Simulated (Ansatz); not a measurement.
# Br− with HBr: superposition error and deformation, part 2 of 2

Ansatz 0.2.0, Gaussian basis. The steps go on from the part before.

## Step 12: wB97X-V/def2-TZVPPD

Input file free-b/in.yaml:

```yaml
crystal:
  periodic: [false, false, false]
  atoms:
    - {symbol: Br, position_ang: [0.105742, -0.125760, 1.557790]}
    - {symbol: H, position_ang: [0.009859, -0.011725, 0.145077]}
basis:
  gaussian: {orbitals: "def2-TZVPPD.json"}
hamiltonian: {xc: {name: wB97X-V}}
```

Started as:

```
ansatz run in.yaml --threads 2 --pin off --events-out ev --progress --plain --max-ram 5222MiB
```

Output, cut to the lines that bear on the results:

```text
Functional definition: wB97X-V
  name "wB97X-V"
  cite "Mardirossian & Head-Gordon, Phys. Chem. Chem. Phys. 16, 9904 (2014) doi:10.1039/C3CP54374A"
  cite "Becke, J. Chem. Phys. 107, 8554 (1997) doi:10.1063/1.475007"
  cite "Vydrov & Van Voorhis, J. Chem. Phys. 133, 244103 (2010) doi:10.1063/1.3521275"
[...]
      + integral(e_c_pw_opposite_spin*poly(b97_u_opposite, cos0, cos1)) + vv10(b, c)
515 factors; their error is unknown
102 factors; integrals over basis functions are off by at most 6.0e-5 eV
[...]
mean field -70056.31846586 eV, -2574.5222177421 hartree, gradient 1.7e-5 eV, S^2 0.000000; 0 other end points of the search recorded, 0 dependent functions left out
reference -70056.31846406 eV, -2574.5222176760 hartree; 18, 18 occupied and 56, 56 virtual orbitals, 515 factors
Total energy: -70056.31846406 eV, -2574.5222176760 hartree
```

It took 0.85 s on 2 threads of Intel Xeon Platinum 8488C, shared host.

## Step 13: wB97M-V/def2-TZVPPD

Changes to free-b/in.yaml since step 12:

```diff
@@ -7,2 +7,2 @@
   gaussian: {orbitals: "def2-TZVPPD.json"}
-hamiltonian: {xc: {name: wB97X-V}}
+hamiltonian: {xc: {name: wB97M-V}}
```

Started as:

```
ansatz run in.yaml --threads 2 --pin off --events-out ev --progress --plain --max-ram 5222MiB
```

Output, cut to the lines that bear on the results:

```text
[... 5 set-up lines as earlier in the session ...]
  # Of w^i u^j: cxij and so on, Table III.
[...]
  gx(w, u) = 1 - cx + cx01*u + cx10*w
  gss(w, u) = css00 + css04*u^4 + css10*w + css20*w^2 + css43*w^4*u^3
  gos(w, u) = cos00 + cos10*w + (cos20 + cos21*u)*w^2 + (cos60 + cos61*u)*w^6
[...]
      + integral(e_c_pw_mod_opposite_spin*gos(b97_w_opposite, b97_u_opposite)) + vv10(b, c)
508 factors; their error is unknown
102 factors; integrals over basis functions are off by at most 6.0e-5 eV
[...]
mean field -70058.70045851 eV, -2574.6097543576 hartree, gradient 1.6e-5 eV, S^2 0.000000; 0 other end points of the search recorded, 0 dependent functions left out
reference -70058.70050820 eV, -2574.6097561836 hartree; 18, 18 occupied and 56, 56 virtual orbitals, 508 factors
Total energy: -70058.70050820 eV, -2574.6097561836 hartree
```

Run time: 0.9 s. Hardware: 2 threads of Intel Xeon Platinum 8488C, shared host.

## Step 14: B2PLYP/def2-TZVPPD

Changes to free-b/in.yaml since step 13:

```diff
@@ -7,2 +7,2 @@
   gaussian: {orbitals: "def2-TZVPPD.json"}
-hamiltonian: {xc: {name: wB97M-V}}
+hamiltonian: {xc: {name: B2PLYP}}
```

Started as:

```
ansatz run in.yaml --threads 2 --pin off --events-out ev --progress --plain --max-ram 5222MiB
```

Output, cut to the lines that bear on the results:

```text
[... 5 set-up lines as earlier in the session ...]
[...]
448 factors; integrals over basis functions are off by at most 1.5e-3 eV
[...]
mean field -70049.80359876 eV, -2574.2828007922 hartree, gradient 2.0e-6 eV, S^2 0.000000; 0 other end points of the search recorded, 0 dependent functions left out
9 core orbitals not correlated: weight in the atoms' cores, before any rotation towards them, 1.000 or more for the frozen orbitals, at most 0.000 for the correlated occupied ones
reference -70049.80371406 eV, -2574.2828050293 hartree; 9, 9 occupied and 56, 56 virtual orbitals, 448 factors
second order -9.29735773 eV of doubles, -0.00000000 eV of singles
Total energy: -70052.31400064 eV, -2574.3750563598 hartree
```

Run time: 0.55 s. Hardware: 2 threads of Intel Xeon Platinum 8488C, shared host.

## Step 15: BLYP-D4/def2-TZVPPD

Changes to free-b/in.yaml since step 14:

```diff
@@ -7,2 +7,2 @@
   gaussian: {orbitals: "def2-TZVPPD.json"}
-hamiltonian: {xc: {name: B2PLYP}}
+hamiltonian: {xc: {name: BLYP}, dispersion: d4}
```

Started as:

```
ansatz run in.yaml --threads 2 --pin off --events-out ev --progress --plain --max-ram 5222MiB
```

Output:

```text
Functional definition: BLYP
  name "BLYP"
[... 2 set-up lines as earlier in the session ...]
  parameter beta = 0.0042
  parameter a = 0.04918
  parameter b = 0.132
  parameter c = 0.2533
  parameter d = 0.349
  exchange = b88_x(beta = beta)
  correlation = lyp_c(a = a, b = b, c = c, d = d)
479 factors; their error is unknown
mean field evaluation 1: about -70063.2073 eV, gradient 1.1e1 eV
mean field evaluation 2: about -70063.2887 eV, gradient 7.3e0 eV
mean field evaluation 4: about -70063.4295 eV, gradient 1.6e-1 eV
mean field evaluation 8: about -70063.4288 eV, gradient 5.8e-3 eV
mean field evaluation 16: about -70063.4241 eV, gradient 1.9e-5 eV
mean field -70063.42414179 eV, -2574.7833465163 hartree, gradient 1.9e-5 eV, S^2 0.000000; 0 other end points of the search recorded, 0 dependent functions left out
reference -70063.42440140 eV, -2574.7833560569 hartree; 18, 18 occupied and 56, 56 virtual orbitals, 479 factors
Total energy: -70063.44037332 eV, -2574.7839430140 hartree
```

It took 0.35 s on 2 threads of Intel Xeon Platinum 8488C, shared host.

## Step 16: revPBE-D4/def2-TZVPPD

Changes to free-b/in.yaml since step 15:

```diff
@@ -7,2 +7,2 @@
   gaussian: {orbitals: "def2-TZVPPD.json"}
-hamiltonian: {xc: {name: BLYP}, dispersion: d4}
+hamiltonian: {xc: {name: revPBE}, dispersion: d4}
```

Started as:

```
ansatz run in.yaml --threads 2 --pin off --events-out ev --progress --plain --max-ram 5222MiB
```

Output, cut to the lines that bear on the results:

```text
Functional definition: revPBE
  name "revPBE"
  cite "Zhang & Yang, Phys. Rev. Lett. 80, 890 (1998) doi:10.1103/PhysRevLett.80.890"
[... 1 set-up line as earlier in the session ...]
  parameter kappa = 1.245
[... 3 set-up lines as earlier in the session ...]
479 factors; their error is unknown
mean field evaluation 1: about -70056.6133 eV, gradient 9.8e0 eV
mean field evaluation 2: about -70056.6878 eV, gradient 6.4e0 eV
mean field evaluation 4: about -70056.8011 eV, gradient 2.6e-1 eV
mean field evaluation 8: about -70056.7957 eV, gradient 1.7e-1 eV
mean field -70056.79573457 eV, -2574.5397570436 hartree, gradient 3.8e-5 eV, S^2 0.000000; 0 other end points of the search recorded, 0 dependent functions left out
reference -70056.79579158 eV, -2574.5397591387 hartree; 18, 18 occupied and 56, 56 virtual orbitals, 479 factors
Total energy: -70056.82093407 eV, -2574.5406831082 hartree
```

It took 0.3 s on 2 threads of Intel Xeon Platinum 8488C, shared host.

## Step 17: B97M-V/def2-TZVPPD

Changes to free-b/in.yaml since step 16:

```diff
@@ -7,2 +7,2 @@
   gaussian: {orbitals: "def2-TZVPPD.json"}
-hamiltonian: {xc: {name: revPBE}, dispersion: d4}
+hamiltonian: {xc: {name: B97M-V}}
```

Started as:

```
ansatz run in.yaml --threads 2 --pin off --events-out ev --progress --plain --max-ram 5222MiB
```

Output, cut to the lines that bear on the results:

```text
[... 5 set-up lines as earlier in the session ...]
  # Of w^i u^j: cxij and so on, Table III.
[...]
  gx(w, u) = cx00 + cx01*u + cx02*u^2 + (cx10 + cx11*u)*w
  gss(w, u) = css00 + css02*u^2 + css10*w + (css32*w^3 + css42*w^4)*u^2
  gos(w, u) = cos00 + cos01*u + cos03*u^3 + cos10*w + cos32*w^3*u^2
[...]
      + integral(e_c_pw_mod_opposite_spin*gos(b97_w_opposite, b97_u_opposite)) + vv10(b, c)
479 factors; their error is unknown
[...]
mean field -70050.15837530 eV, -2574.2958385896 hartree, gradient 2.3e-5 eV, S^2 0.000000; 0 other end points of the search recorded, 0 dependent functions left out
reference -70050.15843917 eV, -2574.2958409367 hartree; 18, 18 occupied and 56, 56 virtual orbitals, 479 factors
Total energy: -70050.15843917 eV, -2574.2958409367 hartree
```

Run time: 0.8 s. Hardware: 2 threads of Intel Xeon Platinum 8488C, shared host.

## Step 18: HSE06-D4/def2-TZVPPD

Changes to free-b/in.yaml since step 17:

```diff
@@ -7,2 +7,2 @@
   gaussian: {orbitals: "def2-TZVPPD.json"}
-hamiltonian: {xc: {name: B97M-V}}
+hamiltonian: {xc: hse06, dispersion: d4}
```

Started as:

```
ansatz run in.yaml --threads 2 --pin off --events-out ev --progress --plain --max-ram 5222MiB
```

Output, cut to the lines that bear on the results:

```text
Functional definition: HSE06
  name "HSE06"
  cite "Heyd, Scuseria & Ernzerhof, J. Chem. Phys. 118, 8207 (2003) doi:10.1063/1.1564060"
  cite "Krukau, Vydrov, Izmaylov & Scuseria, J. Chem. Phys. 125, 224106 (2006) doi:10.1063/1.2404663"
  cite "Heyd & Scuseria, J. Chem. Phys. 120, 7274 (2004) doi:10.1063/1.1668634"
  cite "Ernzerhof & Perdew, J. Chem. Phys. 109, 3313 (1998) doi:10.1063/1.476928"
[... 2 set-up lines as earlier in the session ...]
[...]
  # The whole range is PBE's own exchange, as in plane waves. The composition of these papers is wPBEh.
[...]
531 factors; their error is unknown
36 factors; integrals over basis functions are off by at most 9.7e-5 eV
[...]
mean field -70054.73058577 eV, -2574.4638642252 hartree, gradient 8.9e-5 eV, S^2 0.000000; 0 other end points of the search recorded, 0 dependent functions left out
reference -70054.73062359 eV, -2574.4638656152 hartree; 18, 18 occupied and 56, 56 virtual orbitals, 531 factors
Total energy: -70054.73569797 eV, -2574.4640520951 hartree
```

Run time: 0.4 s. Hardware: 2 threads of Intel Xeon Platinum 8488C, shared host.

## Step 19: CCSD(T)/def2-TZVPPD

Changes to free-b/in.yaml since step 18:

```diff
@@ -7,2 +7,2 @@
   gaussian: {orbitals: "def2-TZVPPD.json"}
-hamiltonian: {xc: hse06, dispersion: d4}
+correlation: {method: ccsd_t}
```

Started as:

```
ansatz run in.yaml --threads 2 --pin off --events-out ev --progress --plain --max-ram 5222MiB
```

Output, cut to the lines that bear on the results:

```text
[... 4 set-up lines as earlier in the session ...]
[...]
448 factors; integrals over basis functions are off by at most 1.5e-3 eV
[...]
mean field -70014.95852826 eV, -2573.0022680700 hartree, gradient 1.7e-6 eV, S^2 0.000000; 0 other end points of the search recorded, 0 dependent functions left out
9 core orbitals not correlated: weight in the atoms' cores, before any rotation towards them, 1.000 or more for the frozen orbitals, at most 0.000 for the correlated occupied ones
reference -70014.95852826 eV, -2573.0022680700 hartree; 9, 9 occupied and 56, 56 virtual orbitals, 448 factors
second order -7.87999956 eV of doubles, -0.00000000 eV of singles
cycle   1  -7.96291180 eV  change   -8.3e-2 eV  update   4.5e-2
[...]
cycle   7  -8.14975592 eV  change    2.9e-6 eV  update   1.3e-5
perturbative correction -0.24559992 eV, -0.0090256305 hartree
Total energy: -70023.35388409 eV, -2573.3107917064 hartree
```

Run time: 0.6 s. Hardware: 2 threads of Intel Xeon Platinum 8488C, shared host.

## Step 20: The split

| method | interaction with counterpoise (kcal/mol) | without | superposition error | deformation | binding energy |
| --- | --- | --- | --- | --- | --- |
| PBE-D4 | -40.68 | -41.00 | 0.32 | 14.13 | -26.55 |
| revPBE-D4 | -39.06 | -39.40 | 0.33 | 14.01 | -25.05 |
| BLYP-D4 | -37.17 | -37.48 | 0.30 | 13.33 | -23.84 |
| r2SCAN-D4 | -41.55 | -41.82 | 0.26 | 16.06 | -25.50 |
| B97M-V | -38.15 | -38.63 | 0.48 | 16.67 | -21.48 |
| PBE0-D4 | -40.90 | -41.20 | 0.29 | 16.39 | -24.51 |
| B3LYP-D4 | -38.10 | -38.38 | 0.28 | 15.38 | -22.72 |
| HSE06-D4 | -41.10 | -41.40 | 0.30 | 16.35 | -24.75 |
| wB97X-V | -37.80 | -38.10 | 0.29 | 17.31 | -20.50 |
| wB97M-V | -37.09 | -37.33 | 0.24 | 16.88 | -20.21 |
| B2PLYP | -36.87 | -37.87 | 1.01 | 16.55 | -20.31 |
| Hartree-Fock | -30.49 | -30.72 | 0.23 | 19.40 | -11.09 |
| MP2 | -38.24 | -40.99 | 2.75 | 18.31 | -19.93 |
| CCSD | -33.31 | -35.84 | 2.53 | 17.08 | -16.23 |
| CCSD(T) | -34.29 | -37.06 | 2.77 | 16.59 | -17.69 |

## Step 21: Summary of results

This closing draws on all 2 parts.

```
            quantity            value
interaction, CCSD(T)  -34.29 kcal/mol
 superposition error    2.77 kcal/mol
         deformation   16.59 kcal/mol
      binding energy  -17.69 kcal/mol
```

In this basis the superposition error is 2.77 kcal/mol for CCSD(T) and 0.31 kcal/mol on average for the plain functionals: correlated methods borrow far more, since they need many more functions to converge. Deformation takes back 48 % of the interaction.
